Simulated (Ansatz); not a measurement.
# CsSrF₃, space group Pm-3m: an equation of state with a fit

With the Python package of Ansatz (0.2.0).

Interactive session:
```pycon
>>> import warnings
>>> import ansatz as az
>>> from ase.eos import EquationOfState
>>> from ase.units import GPa
>>> import numpy as np
>>> vectors0 = np.array([
...     [4.763247, 0.0, 0.0],
...     [0.0, 4.763247, 0.0],
...     [0.0, 0.0, 4.763247],
... ])
>>> sites = [
...     ("Cs", (0.0, 0.0, 0.0)),
...     ("Sr", (0.5, 0.5, 0.5)),
...     ("F", (0.0, 0.5, 0.5)),
...     ("F", (0.5, 0.0, 0.5)),
...     ("F", (0.5, 0.5, 0.0)),
... ]
>>> def on_lattice(cell):
...     crystal = az.Crystal(lattice=az.Lattice.of(cell))
...     for symbol, position in sites:
...         crystal = crystal.atom(symbol, position)
...     return crystal
...
>>> warnings.simplefilter("ignore", az.DeckWarning)
>>> # uniform scaling of the cell
>>> volumes, energies = [], []
>>> for scale in np.linspace(0.9, 1.1, 9):
...     cell = vectors0 * scale ** (1 / 3)
...     job = on_lattice(cell).calculation()
...     job = job.functional("lda")
...     job = job.accuracy("medium")
...     job = job.occupations(az.OccupationsMethod.FIXED)
...     job = job.mixing("msr1", beta=0.7).initial_density(normalization="cell")
...     job = job.basis(500).kpoints(4, 4, 4)
...     r = job.run(threads=1).report
...     volumes.append(abs(np.linalg.det(cell)) / len(sites))
...     energies.append(r["free_energy_ev"] / len(sites))
...     print(f"V = {volumes[-1]:8.4f} A^3/atom  F = {energies[-1]:.5f} eV/atom")
...
V =  19.4528 A^3/atom  F = -2267.87325 eV/atom
V =  19.9931 A^3/atom  F = -2267.87670 eV/atom
V =  20.5335 A^3/atom  F = -2267.87521 eV/atom
V =  21.0739 A^3/atom  F = -2267.86951 eV/atom
V =  21.6142 A^3/atom  F = -2267.86021 eV/atom
V =  22.1546 A^3/atom  F = -2267.84784 eV/atom
V =  22.6949 A^3/atom  F = -2267.83286 eV/atom
V =  23.2353 A^3/atom  F = -2267.81565 eV/atom
V =  23.7756 A^3/atom  F = -2267.79654 eV/atom
>>> eos = EquationOfState(volumes, energies, eos="sj")
>>> v0, e0, bulk = eos.fit()
>>> print(f"V0 = {v0:.4f} A^3/atom, E0 = {e0:.5f} eV/atom, B = {bulk / GPa:.1f} GPa")
V0 = 20.0883 A^3/atom, E0 = -2267.87677 eV/atom, B = 52.7 GPa
>>> eos.plot("eos.png")
<Axes: title={'center': 'sj: E: -2267.877 eV, V: 20.088 Å$^3$, B: 52.670 GPa'}, xlabel='volume [Å$^3$]', ylabel='energy [eV]'>
```

A third-order Birch-Murnaghan fit through the 9 points (the script's own form differs a little) has its minimum at 20.09 Å³ an atom, 7.1 % below the typed cell, with a bulk modulus of 53 GPa and dB/dP = 4.9. From that minimum the energy rises by 3.5 meV an atom on the compressed side and 80.2 meV on the expanded side. The window is off centre, so dB/dP is rough.

Notes:
- These settings explore the input space; cutoff and mesh may be short of convergence.
- This cell is a computed structure, which may not be the phase found in nature.
- It ran for 32 s on 1 thread of Arm Neoverse V1 (shared host), peak memory 0.37 GiB.
